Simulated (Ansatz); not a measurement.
**OsBrI: the cell at several levels of theory**

An exercise on one series of results from a longer session: the logs are not shown, and one member is left open.

The runs shown are made with Ansatz 0.2.0. PAW datasets, plane waves, zero pressure. Simulation only: spin-unpolarised, and no claim that this is the phase found in nature.

## The cell

The sheet's in-plane cell has a = 3.642 Å, b = 3.642 Å (γ = 120.0°), and its outermost atoms lie 3.56 Å apart along the normal. Around Os lie 3 I at 2.75 Å and 3 Br at 2.75 Å; around Br lie 3 Os at 2.75 Å; around I lie 3 Os at 2.75 Å.

Structure file:

```
Os Br I
1.0
     3.64199    0.00000    0.00000
    -1.82099    3.15405    0.00000
     0.00000    0.00000   18.00000
Os Br I
1 1 1
Direct
  0.33333 0.66667 0.50000
  0.66667 0.33333 0.59878
  0.66667 0.33333 0.40122
```
The sheet repeats along a and b alone.

Set-up of the first run:

File input.yaml:

```yaml
crystal:
  lattice:
    - [3.64198789, 0.0, 0.0]
    - [-1.820993945, 3.154054033, 0.0]
    - [0.0, 0.0, 18.0]
  atoms:
    - { symbol: Os, position: [0.3333333333, 0.6666666667, 0.5] }
    - { symbol: Br, position: [0.6666666667, 0.3333333333, 0.5987765744] }
    - { symbol: I, position: [0.6666666667, 0.3333333333, 0.4012234256] }
  periodic: [true, true, false]
kpoints:
  mp_grid: { grid: [12, 12, 1] }
hamiltonian:
  xc: pbe
scf:
  occupations: { method: fermi_dirac, width: 0.02 }
relax:
  f_tol: 0.005
  cell: {}
```

Command:

```
$ ansatz run input.yaml --threads 4 --pin off --max-ram 5529MiB --backend cpu --events-out ev --progress --plain --runs-dir out
```

Steps of the session up to this table: Relaxation with PBE; r2SCAN: cell and atoms; Relaxation with PBEsol; Relaxation with LDA; Relaxing with HSE06.

One table of the session follows, with a row left open; its other results are not shown here.

```
 level  a (Å)  area (Å²/atom)
   PBE  3.777           4.118
r2SCAN  3.753           4.067
PBEsol  3.717           3.989
   LDA  3.688           3.926
 HSE06      ?               ?
```

Q: Estimate the row for HSE06 from the others.

**Answer.** a (Å): 3.740; area (Å²/atom): 4.037. In the column «a (Å)» it lies between PBEsol (3.717) and r2SCAN (3.753).

From the start to the first minimum the area moved by +7.5 %. LDA gives the smallest cell and PBE the largest; they differ by 4.9 % in area, a mean of 2.4 % in length. The meshes differ: PBE 12×12×1, r2SCAN 12×12×1, PBEsol 12×12×1, LDA 12×12×1, HSE06 6×6×1.

Limits of these values: Warnings in the runs' records: slab cell height set, xc potential rough in thin density.
